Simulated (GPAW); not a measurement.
# GaSn (Fmmm) in GPAW: a series of runs

One crystal, GaSn, is run at these levels: PBEsol; tasks: relaxation of cell and atoms.

Program: GPAW 26.7.0. These are calculated values, not measurements. Logs are shortened: lines on timing, memory, paths and dates and some standing lists are left out, and cuts for length are marked. The log counts tension as positive stress, the text compression.

### 1 Starting point

The structure is orthorhombic, space group Fmmm (No. 69). The conventional cell has a = 5.459 Å, b = 5.806 Å, c = 6.196 Å, α = 90.00°, β = 90.00°, γ = 90.00°. Around Ga (site symmetry mmm) lie 6 Sn at 2.73 to 3.10 Å. Around Sn (site symmetry mmm) lie 6 Ga at 2.73 to 3.10 Å.

The cell was built by a generator and needn't be a form met in nature.

### 2 Relaxation of cell and atoms, PBEsol, target pressure 5 GPa, at which the enthalpy is minimised

run.py

```python
from ase.filters import FrechetCellFilter
from ase.io import read, write
from ase.optimize import BFGS
from ase.units import GPa
from gpaw import GPAW, PW, setup_paths

setup_paths.insert(0, '.')

atoms = read('GaSn.xyz')

calc = GPAW(mode=PW(600),
            xc='PBEsol',
            kpts={'size': (8, 8, 8), 'gamma': True},
            occupations={'name': 'fermi-dirac', 'width': 0.05},
            nbands=17,
            convergence={'density': 1e-05, 'forces': 0.0001},
            maxiter=150,
            txt='gpaw.txt')
atoms.calc = calc
opt = BFGS(FrechetCellFilter(atoms, scalar_pressure=5 * GPa), trajectory='relax.traj', logfile='-')
done = opt.run(fmax=0.02, steps=60)
calc.write('gs.gpw')
write('result.traj', atoms)
print('Converged:', done)
print('Cell:', atoms.cell.cellpar().round(4))
print('Volume:', round(atoms.get_volume(), 4))
print(atoms.get_scaled_positions().round(5))
```

GaSn.xyz

```xyz
2
Lattice="0.0000000000 2.9028814200 3.0982155700 2.7292512900 0.0000000000 3.0982155700 2.7292512900 2.9028814200 0.0000000000" Properties=species:S:1:pos:R:3 pbc="T T T"
Ga     2.7292512900      2.9028814200      3.0982155700
Sn     0.0000000000      0.0000000000      0.0000000000
```

Potentials or basis: PAW data sets generated in the run's folder for this functional, pw.

Command:

```bash
gpaw-setup -f PBEsol Ga Sn
OMP_NUM_THREADS=1 python run.py
```

gpaw.txt:

```text
__  _  _
 | _ |_)|_||  |
 |__||  | ||/\| - 26.7.0

Input parameters:
  mode=PW(ecut=600.0),
  convergence={'density': 1e-05, 'forces': 0.0001},
  kpts=MonkhorstPack(size=(8, 8, 8), gamma=True),
  maxiter=150,
  nbands=17,
  occupations=Occupations(name='fermi-dirac', width=0.05),
  xc=XC(name='PBEsol')

Diagonalizing LCAO Hamiltonian
Converting LCAO to pw mode

                Ga

       Sn

Atoms  # Å, Bohr magnetons
|   | symbol |        x |        y |        z |    initial magnetic moments |
|---|--------|----------|----------|----------|-----------------------------|
| 0 |     Ga | 2.729251 | 2.902881 | 3.098216 | ( 0.0000,  0.0000,  0.0000) |
| 1 |     Sn | 0.000000 | 0.000000 | 0.000000 | ( 0.0000,  0.0000,  0.0000) |

Unit cell  # Å
| periodic |        x |        y |        z |  lengths |    angles |
|----------|----------|----------|----------|----------|-----------|
|      yes | 0.000000 | 2.902881 | 3.098216 | 4.245664 | 63.077674 |
|      yes | 2.729251 | 0.000000 | 3.098216 | 4.128892 | 60.123176 |
|      yes | 2.729251 | 2.902881 | 0.000000 | 3.984411 | 56.799151 |

Number of symmetries: 8
Symmetry operations  # r_c * U_cc + t_c -> r_c
|   | kind |            matrix            |
|---|------|------------------------------|
| 0 |  σ   |  1, 0, 0,  1, 0,-1,  1,-1, 0 |
| 1 |  E   |  1, 0, 0,  0, 1, 0,  0, 0, 1 |
| 2 |  C2  |  0, 1,-1,  1, 0,-1,  0, 0,-1 |
| 3 |  σ   |  0, 1,-1,  0, 1, 0, -1, 1, 0 |
| 4 |  C2  |  0,-1, 1,  0,-1, 0,  1,-1, 0 |
| 5 |  σ   |  0,-1, 1, -1, 0, 1,  0, 0, 1 |
| 6 |  i   | -1, 0, 0,  0,-1, 0,  0, 0,-1 |
| 7 |  C2  | -1, 0, 0, -1, 0, 1, -1, 1, 0 |
[... 186 lines left out ...]
No gap
No difference between direct/indirect transitions

Stress tensor  # eV/Ang^3
|         x |        y |        z |
|-----------|----------|----------|
| -0.019772 | 0.000000 | 0.000000 |
|  0.000000 | 0.013708 | 0.000000 |
|  0.000000 | 0.000000 | 0.041702 |

Forces  # eV/Ang
|       x |       y |        z |
|---------|---------|----------|
| 0.00000 | 0.00000 |  0.00000 |  # Ga   0
| 0.00000 | 0.00000 | -0.00000 |  # Sn   1
[... 5 lines left out ...]
       Sn

Atoms  # Å, Bohr magnetons
|   | symbol |        x |        y |         z |    initial magnetic moments |
|---|--------|----------|----------|-----------|-----------------------------|
| 0 |     Ga | 2.723785 | 2.880111 |  3.058862 | ( 0.0000,  0.0000,  0.0000) |
| 1 |     Sn | 0.000000 | 0.000000 | -0.000000 | ( 0.0000,  0.0000,  0.0000) |

Unit cell  # Å
| periodic |        x |        y |        z |  lengths |    angles |
|----------|----------|----------|----------|----------|-----------|
|      yes | 0.000000 | 2.880111 | 3.058862 | 4.201390 | 62.809981 |
|      yes | 2.723785 | 0.000000 | 3.058862 | 4.095808 | 60.128280 |
|      yes | 2.723785 | 2.880111 | 0.000000 | 3.964094 | 57.061739 |

Number of symmetries: 8
Symmetry operations  # r_c * U_cc + t_c -> r_c
|   | kind |            matrix            |
|---|------|------------------------------|
| 0 |  σ   |  1, 0, 0,  1, 0,-1,  1,-1, 0 |
| 1 |  E   |  1, 0, 0,  0, 1, 0,  0, 0, 1 |
| 2 |  C2  |  0, 1,-1,  1, 0,-1,  0, 0,-1 |
| 3 |  σ   |  0, 1,-1,  0, 1, 0, -1, 1, 0 |
| 4 |  C2  |  0,-1, 1,  0,-1, 0,  1,-1, 0 |
| 5 |  σ   |  0,-1, 1, -1, 0, 1,  0, 0, 1 |
| 6 |  i   | -1, 0, 0,  0,-1, 0,  0, 0,-1 |
| 7 |  C2  | -1, 0, 0, -1, 0, 1, -1, 1, 0 |
[... 185 lines left out ...]
No gap
No difference between direct/indirect transitions

Stress tensor  # eV/Ang^3
|         x |        y |        z |
|-----------|----------|----------|
| -0.025686 | 0.000000 | 0.000000 |
|  0.000000 | 0.007573 | 0.000000 |
|  0.000000 | 0.000000 | 0.037452 |

Forces  # eV/Ang
|       x |       y |        z |
|---------|---------|----------|
| 0.00000 | 0.00000 | -0.00000 |  # Ga   0
| 0.00000 | 0.00000 |  0.00000 |  # Sn   1
[... 5 lines left out ...]
       Sn

Atoms  # Å, Bohr magnetons
|   | symbol |        x |        y |         z |    initial magnetic moments |
|---|--------|----------|----------|-----------|-----------------------------|
| 0 |     Ga | 2.701114 | 2.721366 |  2.767773 | ( 0.0000,  0.0000,  0.0000) |
| 1 |     Sn | 0.000000 | 0.000000 | -0.000000 | ( 0.0000,  0.0000,  0.0000) |

Unit cell  # Å
| periodic |        x |        y |        z |  lengths |    angles |
|----------|----------|----------|----------|----------|-----------|
|      yes | 0.000000 | 2.721366 | 2.767773 | 3.881546 | 60.526505 |
|      yes | 2.701114 | 0.000000 | 2.767773 | 3.867374 | 60.158440 |
|      yes | 2.701114 | 2.721366 | 0.000000 | 3.834299 | 59.315055 |

Number of symmetries: 8
Symmetry operations  # r_c * U_cc + t_c -> r_c
|   | kind |            matrix            |
|---|------|------------------------------|
| 0 |  σ   |  1, 0, 0,  1, 0,-1,  1,-1, 0 |
| 1 |  E   |  1, 0, 0,  0, 1, 0,  0, 0, 1 |
| 2 |  C2  |  0, 1,-1,  1, 0,-1,  0, 0,-1 |
| 3 |  σ   |  0, 1,-1,  0, 1, 0, -1, 1, 0 |
| 4 |  C2  |  0,-1, 1,  0,-1, 0,  1,-1, 0 |
| 5 |  σ   |  0,-1, 1, -1, 0, 1,  0, 0, 1 |
| 6 |  i   | -1, 0, 0,  0,-1, 0,  0, 0,-1 |
| 7 |  C2  | -1, 0, 0, -1, 0, 1, -1, 1, 0 |
[... 206 lines left out ...]
       Sn

Atoms  # Å, Bohr magnetons
|   | symbol |        x |        y |         z |    initial magnetic moments |
|---|--------|----------|----------|-----------|-----------------------------|
| 0 |     Ga | 2.717448 | 2.764062 |  2.832114 | ( 0.0000,  0.0000,  0.0000) |
| 1 |     Sn | 0.000000 | 0.000000 | -0.000000 | ( 0.0000,  0.0000,  0.0000) |

Unit cell  # Å
| periodic |        x |        y |        z |  lengths |    angles |
|----------|----------|----------|----------|----------|-----------|
|      yes | 0.000000 | 2.764062 | 2.832114 | 3.957387 | 60.962386 |
|      yes | 2.717448 | 0.000000 | 2.832114 | 3.924971 | 60.127928 |
|      yes | 2.717448 | 2.764062 | 0.000000 | 3.876153 | 58.909686 |

Number of symmetries: 8
Symmetry operations  # r_c * U_cc + t_c -> r_c
|   | kind |            matrix            |
|---|------|------------------------------|
| 0 |  σ   |  1, 0, 0,  1, 0,-1,  1,-1, 0 |
| 1 |  E   |  1, 0, 0,  0, 1, 0,  0, 0, 1 |
| 2 |  C2  |  0, 1,-1,  1, 0,-1,  0, 0,-1 |
| 3 |  σ   |  0, 1,-1,  0, 1, 0, -1, 1, 0 |
| 4 |  C2  |  0,-1, 1,  0,-1, 0,  1,-1, 0 |
| 5 |  σ   |  0,-1, 1, -1, 0, 1,  0, 0, 1 |
| 6 |  i   | -1, 0, 0,  0,-1, 0,  0, 0,-1 |
| 7 |  C2  | -1, 0, 0, -1, 0, 1, -1, 1, 0 |
[... 206 lines left out ...]
       Sn

Atoms  # Å, Bohr magnetons
|   | symbol |        x |        y |         z |    initial magnetic moments |
|---|--------|----------|----------|-----------|-----------------------------|
| 0 |     Ga | 2.729024 | 2.761626 |  2.815024 | ( 0.0000,  0.0000,  0.0000) |
| 1 |     Sn | 0.000000 | 0.000000 | -0.000000 | ( 0.0000,  0.0000,  0.0000) |

Unit cell  # Å
| periodic |        x |        y |        z |  lengths |    angles |
|----------|----------|----------|----------|----------|-----------|
|      yes | 0.000000 | 2.761626 | 2.815024 | 3.943468 | 60.708467 |
|      yes | 2.729024 | 0.000000 | 2.815024 | 3.920706 | 60.124218 |
|      yes | 2.729024 | 2.761626 | 0.000000 | 3.882545 | 59.167315 |

Number of symmetries: 8
Symmetry operations  # r_c * U_cc + t_c -> r_c
|   | kind |            matrix            |
|---|------|------------------------------|
| 0 |  σ   |  1, 0, 0,  1, 0,-1,  1,-1, 0 |
| 1 |  E   |  1, 0, 0,  0, 1, 0,  0, 0, 1 |
| 2 |  C2  |  0, 1,-1,  1, 0,-1,  0, 0,-1 |
| 3 |  σ   |  0, 1,-1,  0, 1, 0, -1, 1, 0 |
| 4 |  C2  |  0,-1, 1,  0,-1, 0,  1,-1, 0 |
| 5 |  σ   |  0,-1, 1, -1, 0, 1,  0, 0, 1 |
| 6 |  i   | -1, 0, 0,  0,-1, 0,  0, 0,-1 |
| 7 |  C2  | -1, 0, 0, -1, 0, 1, -1, 1, 0 |
[... 204 lines left out ...]
       Sn

Atoms  # Å, Bohr magnetons
|   | symbol |        x |        y |        z |    initial magnetic moments |
|---|--------|----------|----------|----------|-----------------------------|
| 0 |     Ga | 2.765048 | 2.768034 | 2.786114 | ( 0.0000,  0.0000,  0.0000) |
| 1 |     Sn | 0.000000 | 0.000000 | 0.000000 | ( 0.0000,  0.0000,  0.0000) |

Unit cell  # Å
| periodic |         x |        y |         z |  lengths |    angles |
|----------|-----------|----------|-----------|----------|-----------|
|      yes | -0.000000 | 2.768034 |  2.786114 | 3.927397 | 60.143460 |
|      yes |  2.765048 | 0.000000 |  2.786114 | 3.925293 | 60.090027 |
|      yes |  2.765048 | 2.768034 | -0.000000 | 3.912480 | 59.766513 |

Number of symmetries: 8
Symmetry operations  # r_c * U_cc + t_c -> r_c
|   | kind |            matrix            |
|---|------|------------------------------|
| 0 |  σ   |  1, 0, 0,  1, 0,-1,  1,-1, 0 |
| 1 |  E   |  1, 0, 0,  0, 1, 0,  0, 0, 1 |
| 2 |  C2  |  0, 1,-1,  1, 0,-1,  0, 0,-1 |
| 3 |  σ   |  0, 1,-1,  0, 1, 0, -1, 1, 0 |
| 4 |  C2  |  0,-1, 1,  0,-1, 0,  1,-1, 0 |
| 5 |  σ   |  0,-1, 1, -1, 0, 1,  0, 0, 1 |
| 6 |  i   | -1, 0, 0,  0,-1, 0,  0, 0,-1 |
| 7 |  C2  | -1, 0, 0, -1, 0, 1, -1, 1, 0 |
[... 205 lines left out ...]
       Sn

Atoms  # Å, Bohr magnetons
|   | symbol |        x |        y |        z |    initial magnetic moments |
|---|--------|----------|----------|----------|-----------------------------|
| 0 |     Ga | 2.774697 | 2.773108 | 2.784154 | ( 0.0000,  0.0000,  0.0000) |
| 1 |     Sn | 0.000000 | 0.000000 | 0.000000 | ( 0.0000,  0.0000,  0.0000) |

Unit cell  # Å
| periodic |        x |        y |         z |  lengths |    angles |
|----------|----------|----------|-----------|----------|-----------|
|      yes | 0.000000 | 2.773108 |  2.784154 | 3.929586 | 60.046857 |
|      yes | 2.774697 | 0.000000 |  2.784154 | 3.930707 | 60.075244 |
|      yes | 2.774697 | 2.773108 | -0.000000 | 3.922891 | 59.877899 |

Number of symmetries: 8
Symmetry operations  # r_c * U_cc + t_c -> r_c
|   | kind |            matrix            |
|---|------|------------------------------|
| 0 |  σ   |  1, 0, 0,  1, 0,-1,  1,-1, 0 |
| 1 |  E   |  1, 0, 0,  0, 1, 0,  0, 0, 1 |
| 2 |  C2  |  0, 1,-1,  1, 0,-1,  0, 0,-1 |
| 3 |  σ   |  0, 1,-1,  0, 1, 0, -1, 1, 0 |
| 4 |  C2  |  0,-1, 1,  0,-1, 0,  1,-1, 0 |
| 5 |  σ   |  0,-1, 1, -1, 0, 1,  0, 0, 1 |
| 6 |  i   | -1, 0, 0,  0,-1, 0,  0, 0,-1 |
| 7 |  C2  | -1, 0, 0, -1, 0, 1, -1, 1, 0 |
[... 187 lines left out ...]
Stress tensor  # eV/Ang^3
|         x |         y |         z |
|-----------|-----------|-----------|
| -0.032235 | -0.000000 | -0.000000 |
| -0.000000 | -0.032554 | -0.000000 |
| -0.000000 | -0.000000 | -0.030377 |

Forces  # eV/Ang
|       x |       y |       z |
|---------|---------|---------|
| 0.00000 | 0.00000 | 0.00000 |  # Ga   0
| 0.00000 | 0.00000 | 0.00000 |  # Sn   1

Interpolating wave functions to new cell

                Ga

       Sn

Atoms  # Å, Bohr magnetons
|   | symbol |        x |        y |        z |    initial magnetic moments |
|---|--------|----------|----------|----------|-----------------------------|
| 0 |     Ga | 2.779120 | 2.775079 | 2.781556 | ( 0.0000,  0.0000,  0.0000) |
| 1 |     Sn | 0.000000 | 0.000000 | 0.000000 | ( 0.0000,  0.0000,  0.0000) |

Unit cell  # Å
| periodic |        x |        y |         z |  lengths |    angles |
|----------|----------|----------|-----------|----------|-----------|
|      yes | 0.000000 | 2.775079 |  2.781556 | 3.929137 | 59.990443 |
|      yes | 2.779120 | 0.000000 |  2.781556 | 3.931993 | 60.062614 |
|      yes | 2.779120 | 2.775079 | -0.000000 | 3.927413 | 59.946943 |

Number of symmetries: 8
Symmetry operations  # r_c * U_cc + t_c -> r_c
|   | kind |            matrix            |
|---|------|------------------------------|
| 0 |  σ   |  1, 0, 0,  1, 0,-1,  1,-1, 0 |
| 1 |  E   |  1, 0, 0,  0, 1, 0,  0, 0, 1 |
| 2 |  C2  |  0, 1,-1,  1, 0,-1,  0, 0,-1 |
| 3 |  σ   |  0, 1,-1,  0, 1, 0, -1, 1, 0 |
| 4 |  C2  |  0,-1, 1,  0,-1, 0,  1,-1, 0 |
| 5 |  σ   |  0,-1, 1, -1, 0, 1,  0, 0, 1 |
| 6 |  i   | -1, 0, 0,  0,-1, 0,  0, 0,-1 |
| 7 |  C2  | -1, 0, 0, -1, 0, 1, -1, 1, 0 |
[... 194 lines left out ...]
Forces  # eV/Ang
|       x |       y |        z |
|---------|---------|----------|
| 0.00000 | 0.00000 | -0.00000 |  # Ga   0
| 0.00000 | 0.00000 | -0.00000 |  # Sn   1

# Writing to gs.gpw (mode='')
```

Run time: 6 min. Hardware: 1 thread of Arm Neoverse V1, shared host; peak memory 0.4 GiB.

What came out:

```yaml
Free_energy: -7.6574 eV
Relaxed_volume: 21.45 Å³/atom
Relaxed_cell: a = 3.929 Å, b = 3.932 Å, c = 3.927 Å, α = 59.99°, β = 60.06°, γ = 59.95°
Space_group_after_relaxing_to_0.05_Å: Fm-3m (No. 225)
Energy_change_on_relaxing_the_enthalpy_is_what_falls: -46.2 meV/atom
Ionic_steps: 8
Pressure_after_relaxing: 5.0 GPa
Band_gap_on_the_k_mesh: none (metal or under the smearing width)
```

The path:
| step | energy change (eV) | largest force (eV/Å) | pressure (GPa) | volume (Å³) |
| --- | --- | --- | --- | --- |
| 1 | 0.0000 | 0.0000 | -1.90 | 49.09 |
| 2 | -0.0268 | 0.0000 | -1.03 | 47.99 |
| 3 | 0.0115 | 0.0000 | 9.75 | 40.69 |
| 4 | -0.0655 | 0.0000 | 5.76 | 42.55 |
| 5 | -0.0694 | 0.0000 | 5.91 | 42.43 |
| 6 | -0.0840 | 0.0000 | 5.45 | 42.65 |
| 7 | -0.0906 | 0.0000 | 5.08 | 42.85 |
| 8 | -0.0925 | 0.0000 | 4.97 | 42.90 |

Final structure:
```cif
data_structure
_symmetry_space_group_name_H-M 'P 1'
_symmetry_Int_Tables_number 1
_cell_length_a 3.9291
_cell_length_b 3.9320
_cell_length_c 3.9274
_cell_angle_alpha 59.990
_cell_angle_beta 60.063
_cell_angle_gamma 59.947
_cell_volume 42.90
loop_
_atom_site_label
_atom_site_type_symbol
_atom_site_fract_x
_atom_site_fract_y
_atom_site_fract_z
_atom_site_occupancy
Ga1 Ga 0.50000 0.50000 0.50000 1
Sn1 Sn 0.00000 0.00000 0.00000 1
```

Caveat: later steps reuse the first step's grids.

### 3 Relaxation of cell and atoms, PBEsol, target pressure 10 GPa, at which the enthalpy is minimised

Changes to run.py since step 2:

```diff
@@ -8,3 +8,3 @@
 
-atoms = read('GaSn.xyz')
+atoms = read('POSCAR')
 
@@ -19,3 +19,3 @@
 atoms.calc = calc
-opt = BFGS(FrechetCellFilter(atoms, scalar_pressure=5 * GPa), trajectory='relax.traj', logfile='-')
+opt = BFGS(FrechetCellFilter(atoms, scalar_pressure=10 * GPa), trajectory='relax.traj', logfile='-')
 done = opt.run(fmax=0.02, steps=60)
```

POSCAR

```
GaSn
1.0
    0.0000000000      2.9028814200      3.0982155700
    2.7292512900      0.0000000000      3.0982155700
    2.7292512900      2.9028814200      0.0000000000
Ga Sn
1 1
Direct
    0.5000000000      0.5000000000      0.5000000000
    0.0000000000      0.0000000000      0.0000000000
```

Potentials or basis: PAW data sets generated in the run's folder for this functional, pw.

Command:

```bash
gpaw-setup -f PBEsol Ga Sn
OMP_NUM_THREADS=1 python run.py
```

Run time: 5.8 min. Hardware: 1 thread of Arm Neoverse V1, shared host; peak memory 0.39 GiB.

It converged, with:

```yaml
Free_energy: -7.5474 eV
Relaxed_volume: 20.26 Å³/atom
Relaxed_cell: a = 3.856 Å, b = 3.856 Å, c = 3.854 Å, α = 60.01°, β = 60.02°, γ = 59.97°
Space_group_after_relaxing_to_0.05_Å: Fm-3m (No. 225)
Energy_change_on_relaxing_the_enthalpy_is_what_falls: +8.7 meV/atom
Ionic_steps: 8
Pressure_after_relaxing: 10.0 GPa
Band_gap_on_the_k_mesh: none (metal or under the smearing width)
```

Stress tensor (GPa, compression positive):
```
10.03  0.00  0.00
 0.00 10.04  0.00
 0.00  0.00  9.96
```

The path:
```tsv
step	energy change (eV)	largest force (eV/Å)	pressure (GPa)	volume (Å³)
1	0.0000	0.0000	-1.90	49.09
2	-0.0298	0.0000	-0.20	47.21
3	0.1899	0.0000	15.71	38.70
4	0.0618	0.0000	11.15	40.26
5	0.0259	0.0000	10.20	40.53
6	0.0167	0.0000	10.00	40.54
7	0.0173	0.0000	10.01	40.53
8	0.0174	0.0000	10.01	40.52
```

Final structure:
```yaml
crystal:
  lattice:
    - [0.00000, 2.72539, 2.72764]
    - [2.72563, 0.00000, 2.72764]
    - [2.72563, 2.72539, 0.00000]
  atoms:
    - { symbol: Ga, position: [0.50000, 0.50000, 0.50000] }
    - { symbol: Sn, position: [0.00000, 0.00000, 0.00000] }
```

Levels at points of the mesh, in eV from the Fermi level:
| k point | band 6 | band 7 | band 8 | band 9 | band 10 | band 11 | band 12 | band 13 |
| --- | --- | --- | --- | --- | --- | --- | --- | --- |
| (0.00, 0.00, 0.00) | -12.06 | 1.45 | 1.45 | 1.46 | 3.37 | 7.22 | 7.23 | 7.23 |
| (0.00, 0.50, 0.50) | -7.58 | -5.44 | -2.55 | -1.96 | -1.95 | 3.23 | 11.65 | 11.68 |
| (0.50, 0.00, 0.50) | -7.57 | -5.44 | -2.55 | -1.96 | -1.95 | 3.23 | 11.65 | 11.68 |
| (0.50, 0.50, 0.00) | -7.59 | -5.44 | -2.54 | -1.95 | -1.95 | 3.23 | 11.67 | 11.67 |
| (0.50, 0.50, 0.50) | -8.40 | -7.86 | 2.20 | 2.21 | 2.71 | 2.72 | 4.09 | 4.68 |

Caveat: later steps reuse the first step's grids; the volume moved by over 15 % at a fixed basis, so the end points are rough.
